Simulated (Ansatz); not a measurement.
**MoS2: properties at the relaxed cell**

An exercise on one series of results from a longer session: the logs are not shown, and one member is left open.

Program: Ansatz 0.2.0. Level of theory: DFT PBEsol, scalar-relativistic, plane waves, PAW. These are calculated values, not measurements.

## Starting point

The structure is hexagonal, space group P6_3/mmc (No. 194). Conventional cell: a = 3.141 Å, b = 3.141 Å, c = 12.579 Å, α = 90.00°, β = 90.00°, γ = 120.00°. Mo (site symmetry -6m2) is surrounded by 6 S at 2.39 Å. S (site symmetry 3m) is surrounded by 3 Mo at 2.39 Å.

Coordinates:

```
CELL_PARAMETERS angstrom
3.14142 0.00000 0.00000
-1.57071 2.72055 0.00000
0.00000 0.00000 12.57898
ATOMIC_POSITIONS crystal
Mo 0.33333 0.66667 0.25000
Mo 0.66667 0.33333 0.75000
S 0.33333 0.66667 0.62606
S 0.66667 0.33333 0.12606
S 0.33333 0.66667 0.87394
S 0.66667 0.33333 0.37394
```

It is the result of an earlier relaxation at this level (volume 17.92 Å³/atom; gap on the mesh: 0.98 eV).

The first run:

input.yaml reads:

```yaml
crystal:
  lattice:
    - [3.1096823365, 0.0, 0.0]
    - [-1.5548411683, 2.6930639011, 0.0]
    - [0.0, 0.0, 12.4519071028]
  atoms:
    - { symbol: Mo, position: [0.3333333333, 0.6666666667, 0.25] }
    - { symbol: Mo, position: [0.6666666667, 0.3333333333, 0.75] }
    - { symbol: S, position: [0.3333333333, 0.6666666667, 0.6260586372] }
    - { symbol: S, position: [0.6666666667, 0.3333333333, 0.1260586372] }
    - { symbol: S, position: [0.3333333333, 0.6666666667, 0.8739413628] }
    - { symbol: S, position: [0.6666666667, 0.3333333333, 0.3739413628] }
basis:
  ecutwfc: 420
kpoints:
  mp_grid: { grid: [12, 12, 4] }
hamiltonian:
  xc: pbesol
scf:
  occupations: { method: gaussian, width: 0.02 }
output:
  forces: true
  stress: true
  eigenvalues: true
relax:
  adjacent_minimum: "off"
  f_tol: 0.01
  max_steps: 30
  cell: { stress_tol: 0.1, fix: [volume] }
```

On the command line:

```bash
$ ansatz run input.yaml --threads 2 --pin off --max-ram 5120MiB --backend cpu --events-out ev --progress --plain --runs-dir out
```

Steps of the session up to this table: Point at V/V0 = 0.97; Point at V/V0 = 1.03; Point at V/V0 = 0.94; Volume × 1.06.

One table of the session follows, with a row left open; its other results are not shown here.

It belongs to the step «Fit of the equation of state». 

| volume (Å³/atom) | energy above the lowest point (meV/atom) | pressure (GPa) | gap on the mesh (eV) |
| --- | --- | --- | --- |
| 16.842 | 6.2 | 2.24 | 0.69 |
| 17.380 | 1.3 | 0.84 | 0.84 |
| 17.917 | 0.0 | 0.00 | 0.98 |
| 18.455 | ? | ? | ? |
| 18.992 | 2.3 | -0.52 | 1.26 |

Q: Estimate the row for volume (Å³/atom) = 18.455 from the others.

Worked estimate for «energy above the lowest point (meV/atom)». A straight line through the neighbours (17.917, 0.0) and (18.992, 2.3) gives 0.0 + (2.3 − 0.0) × (18.455 − 17.917) / (18.992 − 17.917) = 1.2; a parabola fitted to 3 rows on both sides gives 0.3.

As computed: energy above the lowest point (meV/atom): 0.7; pressure (GPa): -0.42; gap on the mesh (eV): 1.12. In «energy above the lowest point (meV/atom)» the line misses by +0.5 and the parabola by -0.4.

Limits of these values: Layers here are held mostly by dispersion, which this level lacks, so their spacing and the stiffness across them are unreliable there.
